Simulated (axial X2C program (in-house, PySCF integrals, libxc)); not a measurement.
# TeFe⁺: properties at the nuclei

Wanted for TeFe⁺: properties at the nuclei, at the two-component level.

Computed with an in-house X2C program for linear molecules on PySCF integrals. Level: two-component X2C with atomic mean-field terms, Te dyall-cv3z, Fe dyall-cv3z.

All values are calculated.

## Step 1: The job

task.json reads:

```json
{"zs": [52, 26], "q": 1, "bas": ["dyall-cv3z", "dyall-cv3z"], "r0": 2.37, "levels": ["PBE0", "HF", "B3LYP", "PBE", "r2SCAN"], "nst": 3}
```

Keys: zs atomic numbers; q charge; bas basis sets; r0 starting distance in Å; levels methods (HF also brings MP2); nst determinants followed.

Launch:

```
python soeom.py task.json out
```

After this run come: Expectation values, lowest determinant; Expectation values, a higher determinant; Expectation values, a higher determinant.

Before running it: what results should come out? Wanted: lowest determinant; Eeff magnitude; Ws magnitude Te; A∥/gI Te; qzz Te; higher determinant (for each run or level that gives them).

The runs gave:

```
                                        quantity                                                        value
                              lowest determinant                      Ω = 5/2 (excess of +ω over −ω: ω = 5/2)
                    Eeff magnitude (GV/cm), PBE0                                                         1.22
                     Ws magnitude Te (kHz), PBE0                                                        0.194
                            A∥/gI Te (MHz), PBE0                                                         -137
                             qzz Te (a.u.), PBE0                                                        -2.21
                              higher determinant   Ω = 3/2 (excess of +ω over −ω: ω = 1/2, ω = -3/2, ω = 5/2)
Eeff magnitude (GV/cm), PBE0, higher determinant                                                        0.799
 Ws magnitude Te (kHz), PBE0, higher determinant                                                         0.13
        A∥/gI Te (MHz), PBE0, higher determinant                                                         -314
         qzz Te (a.u.), PBE0, higher determinant                                                        -0.20
                              higher determinant  Ω = 1/2 (excess of +ω over −ω: ω = -1/2, ω = -3/2, ω = 5/2)
Eeff magnitude (GV/cm), PBE0, higher determinant                                                         1.02
 Ws magnitude Te (kHz), PBE0, higher determinant                                                        0.742
        A∥/gI Te (MHz), PBE0, higher determinant                                                        -1820
         qzz Te (a.u.), PBE0, higher determinant                                                         0.13
```

In words: In the first state, the effective field runs from 0.547 to 2.01 GV/cm over the mean-field levels, so the levels don't agree on it. The expectation values come from single determinants, which for open shells can mix terms of unlike spin or miss the lowest Ω, so a determinant need not be a state. Eeff is the effective electric field on the electron dipole moment in this Ω state and Ws the scalar–pseudoscalar constant (defined with the proton number Z and per Ω); A∥ is the parallel hyperfine constant, which follows by multiplying with the nuclear g factor gI = μI/(I μN); qzz is the electric field gradient, eQq0 = 234.96 MHz × Q/barn × qzz. The operators were transformed with the bare-nucleus X2C matrices.
